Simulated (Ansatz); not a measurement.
# Sr: the cost of one run

Computed with Ansatz 0.2.0 (DFT r2SCAN, scalar-relativistic, plane waves, PAW, unless a step's input says otherwise).

The COD cell was measured well above room temperature, so it is larger than a cold one.

3 further runs of the same task are left out: 1 that didn't finish, 2 set aside as unsound or not needed.

### Step 1. Starting point

Symmetry: Im-3m, No. 229, cubic system. The conventional cell has a = 4.809 Å, b = 4.809 Å, c = 4.809 Å, α = 90.00°, β = 90.00°, γ = 90.00°. Sr (site symmetry m-3m) is surrounded by 8 Sr at 4.16 Å.

Coordinates:

```cif
data_structure
_symmetry_space_group_name_H-M 'P 1'
_symmetry_Int_Tables_number 1
_cell_length_a 4.1646
_cell_length_b 4.1646
_cell_length_c 4.1646
_cell_angle_alpha 109.471
_cell_angle_beta 109.471
_cell_angle_gamma 109.471
_cell_volume 55.60
loop_
_atom_site_label
_atom_site_type_symbol
_atom_site_fract_x
_atom_site_fract_y
_atom_site_fract_z
_atom_site_occupancy
Sr1 Sr 0.00000 0.00000 0.00000 1
```

This cell was relaxed beforehand with the same method: volume 55.60 Å³/atom, gap on the mesh none (metal).

### Step 2. Next: the linear chain

A free-standing chain of the crystal's atoms, periodic along c. Atoms and period relax; energies count from the bulk, -3555.1016 eV an atom.

The cell holds 1 Sr: a = 9.000 Å, b = 9.300 Å, c = 3.748 Å, α = 90.00°, β = 90.00°, γ = 90.00°.

### Step 3. Relaxing it

Pressure and volume refer to the whole cell with its vacuum; only the period along c may change.

Input file input.yaml:

```yaml
crystal:
  lattice:
    - [9.0, 0.0, 0.0]
    - [0.0, 9.3, 0.0]
    - [0.0, 0.0, 3.748124076]
  atoms:
    - { symbol: Sr, position: [0.5, 0.5, 0.0], spin: 0.5 }
basis:
  ecutwfc: 500
kpoints:
  mp_grid: { grid: [1, 1, 17] }
hamiltonian:
  xc: r2scan
scf:
  occupations: { method: gaussian, width: 0.05 }
output:
  forces: true
  stress: true
  eigenvalues: true
  populations: true
  write_density: true
  write_potential: true
  elf: true
  volumetric_format: npy
magnetization:
  spin_polarized: true
relax:
  adjacent_minimum: "off"
  f_tol: 0.01
  max_steps: 45
  cell: { fix: [a, b, alpha, beta, gamma], stress_tol: 0.03 }
```

Launch:

```sh
ansatz run input.yaml --threads 2 --pin off --max-ram 5120MiB --backend cpu --events-out ev --progress --plain --runs-dir out
```

What time and memory should one allow on 2 threads of Intel Xeon 6975P-C (Granite Rapids), shared host?

About 78 s, with a peak of 1.4 GiB.
